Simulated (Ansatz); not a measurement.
**CH₅InSi: a spread of methods and bases**

Aim: run CH₅InSi under a spread of inputs, and see what each costs and gives.

Computed with Ansatz 0.2.0, Gaussian basis. Level: the settings change from run to run.

1 further run of the same task is left out (for a known fault of the program).

## Step 1: The geometry

The structure was relaxed beforehand with PBE0-D4 in a triple-zeta def2 set. In takes a core potential in def2 sets; no spin-orbit term is included.

8 atoms, charge 0, spin multiplicity 1.

Atoms are counted from 1 here; the program's logs count them from 0.

Bond lengths: C1–Si2 1.741 Å, C1–H4 1.084 Å, C1–H5 1.084 Å, Si2–In3 2.681 Å, Si2–H6 1.479 Å, Si2–H7 1.479 Å, In3–H8 1.771 Å. Angles: Si2–C1–H4 122.4°, Si2–C1–H5 122.4°, H4–C1–H5 115.2°, C1–Si2–In3 77.2°, C1–Si2–H6 120.8°, C1–Si2–H7 120.8°, In3–Si2–H6 106.9°, In3–Si2–H7 106.9°, H6–Si2–H7 114.1°, Si2–In3–H8 118.7°.

## Step 2: LC-wPBE/x2c-TZVPPall

Set apart from the defaults: unrestricted orbitals, the search for lower states set to full.

File in.yaml:

```yaml
crystal:
  periodic: [false, false, false]
  atoms:
    - {symbol: C, position_ang: [-0.662617, 0.028565, -0.753523]}
    - {symbol: Si, position_ang: [0.497831, 1.050978, 0.045551]}
    - {symbol: In, position_ang: [0.750123, -1.271942, 1.360204]}
    - {symbol: H, position_ang: [-0.406623, -0.578882, -1.614495]}
    - {symbol: H, position_ang: [-1.693744, -0.046366, -0.426465]}
    - {symbol: H, position_ang: [0.062885, 2.061057, 1.034900]}
    - {symbol: H, position_ang: [1.808838, 1.338897, -0.576237]}
    - {symbol: H, position_ang: [-0.264394, -2.639507, 0.874266]}
basis:
  gaussian: {orbitals: x2c-TZVPPall}
magnetization: {spin_polarized: true, initial_magnetization: 0}
hamiltonian: {xc: {name: LC-wPBE}}
scf: {lower_state_search: full}
```

On the command line:

```sh
$ ansatz run in.yaml --threads 2 --pin off --events-out ev --progress --plain --max-ram 4352MiB
```

What it wrote:

```text
Functional definition: LC-wPBE
  name "LC-wPBE"
  cite "Vydrov & Scuseria, J. Chem. Phys. 125, 234109 (2006) doi:10.1063/1.2409292"
  cite "Heyd & Scuseria, J. Chem. Phys. 120, 7274 (2004) doi:10.1063/1.1668634"
  cite "Ernzerhof & Perdew, J. Chem. Phys. 109, 3313 (1998) doi:10.1063/1.476928"
  cite "Perdew, Burke & Ernzerhof, Phys. Rev. Lett. 77, 3865 (1996) doi:10.1103/PhysRevLett.77.3865"
  parent pbe
  parameter omega = 0.4/bohr
  exchange = pbe_x_sr(omega) + exact_x_lr(omega)
  correlation = pbe_c
1330 factors; their error is unknown
378 factors; integrals over basis functions are off by at most 6.7e-5 eV
mean field evaluation 1: about -169021.4481 eV, gradient 3.5e1 eV
mean field evaluation 2: about -169018.7758 eV, gradient 4.1e1 eV
mean field evaluation 4: about -169027.7477 eV, gradient 1.6e0 eV
mean field evaluation 8: about -169027.7649 eV, gradient 7.5e-2 eV
mean field evaluation 16: about -169027.7422 eV, gradient 1.8e-4 eV
mean field evaluation 32: about -169026.6453 eV, gradient 6.3e0 eV
mean field -169027.74215597 eV, -6211.6549531134 hartree, gradient 5.7e-6 eV, S^2 0.000000; 2 other end points of the search recorded, 0 dependent functions left out
reference -169027.74215598 eV, -6211.6549531137 hartree; 37, 37 occupied and 166, 166 virtual orbitals, 1330 factors
Total energy: -169027.74215598 eV, -6211.6549531137 hartree
Relativity: scalar
```

Run time: 24 s. Hardware: 2 threads of Intel Xeon Platinum 8375C at 2.90GHz, shared host; peak memory 0.82 GiB.

⟨S²⟩ 0.000.

## Step 3: LC-wPBE/def2-mTZVP

Set apart from the defaults: high accuracy.

in.yaml: that of step 2 with these lines changed.

```diff
@@ -12,5 +12,4 @@
 basis:
-  gaussian: {orbitals: x2c-TZVPPall}
-magnetization: {spin_polarized: true, initial_magnetization: 0}
+  gaussian: {orbitals: def2-mTZVP}
 hamiltonian: {xc: {name: LC-wPBE}}
-scf: {lower_state_search: full}
+accuracy: high
```

Same command.

What it wrote (excerpt; [...] marks lines left out):

```text
Functional definition: LC-wPBE
  name "LC-wPBE"
  cite "Vydrov & Scuseria, J. Chem. Phys. 125, 234109 (2006) doi:10.1063/1.2409292"
  cite "Heyd & Scuseria, J. Chem. Phys. 120, 7274 (2004) doi:10.1063/1.1668634"
  cite "Ernzerhof & Perdew, J. Chem. Phys. 109, 3313 (1998) doi:10.1063/1.476928"
  cite "Perdew, Burke & Ernzerhof, Phys. Rev. Lett. 77, 3865 (1996) doi:10.1103/PhysRevLett.77.3865"
  parent pbe
[...]
2009 factors; integrals over basis functions are off by at most 4.0e-9 eV
636 factors; integrals over basis functions are off by at most 2.2e-9 eV
[...]
mean field -14165.44713242 eV, -520.5705804316 hartree, gradient 4.2e-8 eV, S^2 0.000000; 0 other end points of the search recorded, 0 dependent functions left out
reference -14165.44713242 eV, -520.5705804316 hartree; 23, 23 occupied and 69, 69 virtual orbitals, 2009 factors
Total energy: -14165.44713242 eV, -520.5705804316 hartree
```

It took 9 s on 2 threads of Intel Xeon Platinum 8375C at 2.90GHz, shared host; peak memory 0.32 GiB.

## Step 4: r2SCANh/def2-SVPD

Options: charge +1, multiplicity 2, a grid of angular degree 23, high accuracy.

in.yaml: that of step 3 with these lines changed.

```diff
@@ -12,4 +12,7 @@
 basis:
-  gaussian: {orbitals: def2-mTZVP}
-hamiltonian: {xc: {name: LC-wPBE}}
+  gaussian: {orbitals: def2-SVPD, final_grid: {core_spheres: 8, valence_spheres: 7, degree: 23}}
+total_charge: 1
+magnetization: {spin_polarized: true, initial_magnetization: 1}
+hamiltonian: {xc: {name: r2SCANh}}
 accuracy: high
+output: {forces: true}
```

Same command.

What it wrote (excerpt; [...] marks lines left out):

```text
Functional definition: r2SCANh
  name "r2SCANh"
  cite "Bursch, Neugebauer, Ehlert & Grimme, J. Chem. Phys. 156, 134105 (2022) doi:10.1063/5.0086040"
  cite "Furness, Kaplan, Ning, Perdew & Sun, J. Phys. Chem. Lett. 11, 8208 (2020) doi:10.1021/acs.jpclett.0c02405"
  cite "Furness, Kaplan, Ning, Perdew & Sun, J. Phys. Chem. Lett. 11, 9248 (2020) doi:10.1021/acs.jpclett.0c03077"
  parent r2scan
[...]
2485 factors; integrals over basis functions are off by at most 3.3e-9 eV
[...]
mean field -14157.57805571 eV, -520.2813971962 hartree, gradient 2.4e-8 eV, S^2 0.810505; 0 other end points of the search recorded, 0 dependent functions left out
[...]
reference -14157.57806070 eV, -520.2813973797 hartree; 23, 22 occupied and 93, 94 virtual orbitals, 2485 factors
Total energy: -14157.57806070 eV, -520.2813973797 hartree
Atom 0 at    -0.662617     0.028565    -0.753523 Å, force    -0.573555    -0.367741    -0.456714 eV/Å
Atom 1 at     0.497831     1.050978     0.045551 Å, force     1.198064     1.494230     0.628460 eV/Å
Atom 2 at     0.750123    -1.271942     1.360204 Å, force    -0.613509    -0.503100    -0.439002 eV/Å
Atom 3 at    -0.406623    -0.578882    -1.614495 Å, force     0.048287    -0.253146    -0.245449 eV/Å
Atom 4 at    -1.693744    -0.046366    -0.426465 Å, force    -0.326901    -0.097874     0.100801 eV/Å
Atom 5 at     0.062885     2.061057     1.034900 Å, force    -0.143877    -0.107855     0.036858 eV/Å
Atom 6 at     1.808838     1.338897    -0.576237 Å, force    -0.012262    -0.162418    -0.084922 eV/Å
Atom 7 at    -0.264394    -2.639507     0.874266 Å, force     0.423754    -0.002098     0.459967 eV/Å
Dipole moment:    -0.043154     0.261209    -0.163906 e Å
```

Wall time 14 s (2 threads of Intel Xeon Platinum 8375C at 2.90GHz, shared host); peak memory 0.58 GiB.

Largest force 2.016 eV/Å, ⟨S²⟩ 0.811.

## Step 5: BLYP/def2-SVP

This run has charge +1, multiplicity 2, atoms shaken by 0.08 Å, density fitting with def2-universal-jkfit, finite nuclei.

File in.yaml:

```yaml
crystal:
  periodic: [false, false, false]
  atoms:
    - {symbol: C, position_ang: [-0.720652, 0.099727, -0.780586]}
    - {symbol: Si, position_ang: [0.445161, 1.091070, 0.039574]}
    - {symbol: In, position_ang: [0.815315, -1.220201, 1.367395]}
    - {symbol: H, position_ang: [-0.502963, -0.580994, -1.556764]}
    - {symbol: H, position_ang: [-1.719149, -0.008684, -0.390209]}
    - {symbol: H, position_ang: [-0.007461, 2.029910, 1.161773]}
    - {symbol: H, position_ang: [1.793475, 1.428096, -0.553389]}
    - {symbol: H, position_ang: [-0.269410, -2.630562, 0.774709]}
basis:
  gaussian: {orbitals: def2-SVP, fitting: {mean_field: def2-universal-jkfit}, nuclear_model: gaussian}
total_charge: 1
magnetization: {spin_polarized: true, initial_magnetization: 1}
hamiltonian: {xc: {name: BLYP}}
output: {forces: true}
```

The command is unchanged.

What it wrote (excerpt; [...] marks lines left out):

```text
Functional definition: BLYP
  name "BLYP"
  cite "Becke, Phys. Rev. A 38, 3098 (1988) doi:10.1103/PhysRevA.38.3098"
  cite "Lee, Yang & Parr, Phys. Rev. B 37, 785 (1988) doi:10.1103/PhysRevB.37.785"
[...]
511 factors; integrals over basis functions are off by at most 4.3e-1 eV
[...]
mean field -14155.27952736 eV, -520.1969278375 hartree, gradient 5.1e-5 eV, S^2 0.769847; 1 other end points of the search recorded, 0 dependent functions left out
[...]
reference -14155.27987223 eV, -520.1969405112 hartree; 23, 22 occupied and 60, 61 virtual orbitals, 511 factors
Total energy: -14155.27987223 eV, -520.1969405112 hartree
Atom 0 at    -0.720652     0.099727    -0.780586 Å, force    -0.456234     0.282351     0.518047 eV/Å
Atom 1 at     0.445161     1.091070     0.039574 Å, force     1.244686     2.369173     0.814758 eV/Å
Atom 2 at     0.815315    -1.220201     1.367395 Å, force    -0.608249    -1.170762    -0.207441 eV/Å
Atom 3 at    -0.502963    -0.580994    -1.556764 Å, force     0.454369    -1.021989    -1.498639 eV/Å
Atom 4 at    -1.719149    -0.008684    -0.390209 Å, force    -0.932110    -0.011951     0.335065 eV/Å
Atom 5 at    -0.007461     2.029910     1.161773 Å, force     0.088025    -0.427676    -0.547595 eV/Å
Atom 6 at     1.793475     1.428096    -0.553389 Å, force    -0.348437    -0.207167     0.054846 eV/Å
Atom 7 at    -0.269410    -2.630562     0.774709 Å, force     0.557948     0.188021     0.530960 eV/Å
Dipole moment:    -0.045259     0.258399    -0.150823 e Å
```

Run time: 3.3 s. Hardware: 2 threads of Intel Xeon Platinum 8375C at 2.90GHz, shared host.

Largest force 2.798 eV/Å, ⟨S²⟩ 0.770.

## Step 6: SPW92/def2-TZVPP

This run has a grid of angular degree 23.

File in.yaml:

```yaml
crystal:
  periodic: [false, false, false]
  atoms:
    - {symbol: C, position_ang: [-0.662617, 0.028565, -0.753523]}
    - {symbol: Si, position_ang: [0.497831, 1.050978, 0.045551]}
    - {symbol: In, position_ang: [0.750123, -1.271942, 1.360204]}
    - {symbol: H, position_ang: [-0.406623, -0.578882, -1.614495]}
    - {symbol: H, position_ang: [-1.693744, -0.046366, -0.426465]}
    - {symbol: H, position_ang: [0.062885, 2.061057, 1.034900]}
    - {symbol: H, position_ang: [1.808838, 1.338897, -0.576237]}
    - {symbol: H, position_ang: [-0.264394, -2.639507, 0.874266]}
basis:
  gaussian: {orbitals: def2-TZVPP, final_grid: {core_spheres: 8, valence_spheres: 7, degree: 23}}
hamiltonian: {xc: {name: SPW92}}
```

Same command.

What it wrote:

```text
Functional definition: SPW92
  name "SPW92"
  cite "Dirac, Proc. Camb. Phil. Soc. 26, 376 (1930) doi:10.1017/S0305004100016108"
  cite "Slater, Phys. Rev. 81, 385 (1951) doi:10.1103/PhysRev.81.385"
  cite "Perdew & Wang, Phys. Rev. B 45, 13244 (1992) doi:10.1103/PhysRevB.45.13244"
  exchange = slater_x
  correlation = pw_c
1151 factors; their error is unknown
mean field evaluation 1: about -14099.5378 eV, gradient 8.4e1 eV
mean field evaluation 2: about -13946.3986 eV, gradient 1.7e2 eV
mean field evaluation 4: about -14115.3366 eV, gradient 2.6e1 eV
mean field evaluation 8: about -14117.8819 eV, gradient 4.9e-1 eV
mean field evaluation 16: about -14117.8610 eV, gradient 9.8e-4 eV
mean field -14117.86100278 eV, -518.8218224224 hartree, gradient 7.7e-5 eV, S^2 0.000000; 0 other end points of the search recorded, 0 dependent functions left out
reference -14117.86105385 eV, -518.8218242989 hartree; 23, 23 occupied and 170, 170 virtual orbitals, 1151 factors
Total energy: -14117.86105385 eV, -518.8218242989 hartree
```

Run time: 1.4 s. Hardware: 2 threads of Intel Xeon Platinum 8375C at 2.90GHz, shared host.

## Step 7: PBE-QIDH/def2-TZVP

Set apart from the defaults: unrestricted orbitals.

in.yaml: that of step 6 with these lines changed.

```diff
@@ -12,3 +12,4 @@
 basis:
-  gaussian: {orbitals: def2-TZVPP, final_grid: {core_spheres: 8, valence_spheres: 7, degree: 23}}
-hamiltonian: {xc: {name: SPW92}}
+  gaussian: {orbitals: def2-TZVP}
+magnetization: {spin_polarized: true, initial_magnetization: 0}
+hamiltonian: {xc: {name: PBE-QIDH}}
```

The command is unchanged.

What it wrote (excerpt; [...] marks lines left out):

```text
Functional definition: PBE-QIDH
  name "PBE-QIDH"
  cite "Brémond, Sancho-García, Pérez-Jiménez & Adamo, J. Chem. Phys. 141, 031101 (2014) doi:10.1063/1.4890314"
  cite "Perdew, Burke & Ernzerhof, Phys. Rev. Lett. 77, 3865 (1996) doi:10.1103/PhysRevLett.77.3865"
[...]
1156 factors; integrals over basis functions are off by at most 1.0e-3 eV
[...]
mean field -14149.72288792 eV, -519.9927251043 hartree, gradient 2.8e-6 eV, S^2 0.175642; 5 other end points of the search recorded, 0 dependent functions left out
10 core orbitals not correlated: weight in the atoms' cores, before any rotation towards them, 1.000 or more for the frozen orbitals, at most 0.000 for the correlated occupied ones
reference -14149.72290492 eV, -519.9927257293 hartree; 13, 13 occupied and 125, 125 virtual orbitals, 1156 factors
second order -17.56880698 eV of doubles, -0.00000000 eV of singles
Total energy: -14155.57917392 eV, -520.2079396452 hartree
```

It took 27 s on 2 threads of Intel Xeon Platinum 8375C at 2.90GHz, shared host; peak memory 0.49 GiB.

⟨S²⟩ 0.176. The spin excess of 0.18 shows a contaminated determinant.

## Step 8: wB97X-V/def2-TZVP

This run has the search for lower states set to full.

in.yaml: that of step 7 with these lines changed.

```diff
@@ -13,3 +13,4 @@
   gaussian: {orbitals: def2-TZVP}
-magnetization: {spin_polarized: true, initial_magnetization: 0}
-hamiltonian: {xc: {name: PBE-QIDH}}
+hamiltonian: {xc: {name: wB97X-V}}
+scf: {lower_state_search: full}
+output: {forces: true}
```

Launched as before.

What it wrote (excerpt; [...] marks lines left out):

```text
Functional definition: wB97X-V
  name "wB97X-V"
  cite "Mardirossian & Head-Gordon, Phys. Chem. Chem. Phys. 16, 9904 (2014) doi:10.1039/C3CP54374A"
  cite "Becke, J. Chem. Phys. 107, 8554 (1997) doi:10.1063/1.475007"
  cite "Vydrov & Van Voorhis, J. Chem. Phys. 133, 244103 (2010) doi:10.1063/1.3521275"
[...]
      + integral(e_c_pw_opposite_spin*poly(b97_u_opposite, cos0, cos1)) + vv10(b, c)
1104 factors; their error is unknown
283 factors; integrals over basis functions are off by at most 2.1e-5 eV
[...]
mean field -14166.41059617 eV, -520.6059870714 hartree, gradient 6.0e-5 eV, S^2 0.000000; 0 other end points of the search recorded, 0 dependent functions left out
[...]
reference -14166.41059352 eV, -520.6059869739 hartree; 23, 23 occupied and 125, 125 virtual orbitals, 1104 factors
Total energy: -14166.41059352 eV, -520.6059869739 hartree
Atom 0 at    -0.662617     0.028565    -0.753523 Å, force     0.226137     0.069699     0.213743 eV/Å
Atom 1 at     0.497831     1.050978     0.045551 Å, force    -0.139720     0.081460    -0.187757 eV/Å
Atom 2 at     0.750123    -1.271942     1.360204 Å, force    -0.134052    -0.121454    -0.090674 eV/Å
Atom 3 at    -0.406623    -0.578882    -1.614495 Å, force     0.006644    -0.019114    -0.038714 eV/Å
Atom 4 at    -1.693744    -0.046366    -0.426465 Å, force    -0.043042     0.001547     0.007030 eV/Å
Atom 5 at     0.062885     2.061057     1.034900 Å, force     0.034040    -0.051267    -0.011003 eV/Å
Atom 6 at     1.808838     1.338897    -0.576237 Å, force    -0.030810    -0.024571     0.048482 eV/Å
Atom 7 at    -0.264394    -2.639507     0.874266 Å, force     0.080802     0.063700     0.058893 eV/Å
Dipole moment:     0.112271     0.166453     0.046972 e Å
```

It took 15 s on 2 threads of Intel Xeon Platinum 8375C at 2.90GHz, shared host; peak memory 0.43 GiB.

Largest force 0.319 eV/Å, dipole 0.99 D.

## Step 9: BLYP/def2-TZVPP

This run has atoms shaken by 0.08 Å, a grid of angular degree 23, D3(BJ) with three-body dispersion, high accuracy, the search for lower states set to full.

File in.yaml:

```yaml
crystal:
  periodic: [false, false, false]
  atoms:
    - {symbol: C, position_ang: [-0.573176, 0.002118, -0.782284]}
    - {symbol: Si, position_ang: [0.524568, 1.071342, 0.085865]}
    - {symbol: In, position_ang: [0.755954, -1.315673, 1.323645]}
    - {symbol: H, position_ang: [-0.382935, -0.645479, -1.542720]}
    - {symbol: H, position_ang: [-1.616320, 0.019037, -0.380553]}
    - {symbol: H, position_ang: [0.104578, 1.967812, 1.023275]}
    - {symbol: H, position_ang: [1.947180, 1.294836, -0.550949]}
    - {symbol: H, position_ang: [-0.340881, -2.626482, 0.969256]}
basis:
  gaussian: {orbitals: def2-TZVPP, final_grid: {core_spheres: 8, valence_spheres: 7, degree: 23}}
hamiltonian: {xc: {name: BLYP}, dispersion: d3bjatm}
accuracy: high
scf: {lower_state_search: full}
output: {forces: true}
```

The command is unchanged.

What it wrote (excerpt; [...] marks lines left out):

```text
Functional definition: BLYP
  name "BLYP"
  cite "Becke, Phys. Rev. A 38, 3098 (1988) doi:10.1103/PhysRevA.38.3098"
  cite "Lee, Yang & Parr, Phys. Rev. B 37, 785 (1988) doi:10.1103/PhysRevB.37.785"
[...]
3513 factors; integrals over basis functions are off by at most 3.5e-9 eV
[...]
mean field -14166.71451490 eV, -520.6171558785 hartree, gradient 3.8e-8 eV, S^2 0.000000; 0 other end points of the search recorded, 0 dependent functions left out
[...]
reference -14166.71457341 eV, -520.6171580286 hartree; 23, 23 occupied and 170, 170 virtual orbitals, 3513 factors
Total energy: -14167.12589590 eV, -520.6322738515 hartree
Atom 0 at    -0.573176     0.002118    -0.782284 Å, force    -1.684913     2.308056     2.846369 eV/Å
Atom 1 at     0.524568     1.071342     0.085865 Å, force     2.330551    -2.026837    -2.894727 eV/Å
Atom 2 at     0.755954    -1.315673     1.323645 Å, force     0.490906     0.166865     0.576818 eV/Å
Atom 3 at    -0.382935    -0.645479    -1.542720 Å, force     0.575498    -1.682774    -2.169476 eV/Å
Atom 4 at    -1.616320     0.019037    -0.380553 Å, force     0.621817    -0.206605    -0.523629 eV/Å
Atom 5 at     0.104578     1.967812     1.023275 Å, force    -0.878135     1.795028     1.738496 eV/Å
Atom 6 at     1.947180     1.294836    -0.550949 Å, force    -1.143802     0.031170     0.643787 eV/Å
Atom 7 at    -0.340881    -2.626482     0.969256 Å, force    -0.311922    -0.384902    -0.217638 eV/Å
Dipole moment:     0.049855     0.213874     0.041080 e Å
```

It took 18 s on 2 threads of Intel Xeon Platinum 8375C at 2.90GHz, shared host; peak memory 0.94 GiB.

Largest force 4.233 eV/Å, dipole 1.07 D.

## Step 10: The runs in one table

| level | charge | multiplicity | geometry | functions | energy (eV) | time |
| --- | --- | --- | --- | --- | --- | --- |
| LC-wPBE/x2c-TZVPPall | 0 | 1 | relaxed | 203 | -169027.742 | 24 s |
| LC-wPBE/def2-mTZVP | 0 | 1 | relaxed | 92 | -14165.447 | 9 s |
| r2SCANh/def2-SVPD | 1 | 2 | relaxed | 116 | -14157.578 | 14 s |
| BLYP/def2-SVP | 1 | 2 | shaken | 83 | -14155.280 | 3.3 s |
| SPW92/def2-TZVPP | 0 | 1 | relaxed | 193 | -14117.861 | 1.4 s |
| PBE-QIDH/def2-TZVP | 0 | 1 | relaxed | 148 | -14155.579 | 27 s |
| wB97X-V/def2-TZVP | 0 | 1 | relaxed | 148 | -14166.411 | 15 s |
| BLYP/def2-TZVPP | 0 | 1 | shaken | 193 | -14167.126 | 18 s |

## Step 11: Outcome

| quantity | value |
| --- | --- |
| runs | 8 |
| quickest | SPW92/def2-TZVPP, 1.4 s |
| slowest | PBE-QIDH/def2-TZVP, 27 s |
| spread of total energies, same state and geometry | 154909.9 eV |

**Reading.** Run time spans a factor of 19, from SPW92/def2-TZVPP to PBE-QIDH/def2-TZVP. The jobs differ in tasks and options as well as level. The totals spread over 154910 eV; they can't be compared across methods or bases. Some of these runs are scalar-relativistic and others not, which shifts the totals of all-electron atoms past neon by eV; core potentials, where a basis has them, take the core out of the total altogether. At the PBE0-D4/def2-TZVP geometry and in the same state, runs without warnings or point charges leave forces up to 0.32 eV/Å (wB97X-V/def2-TZVP), against 4.2 eV/Å where the atoms were moved.
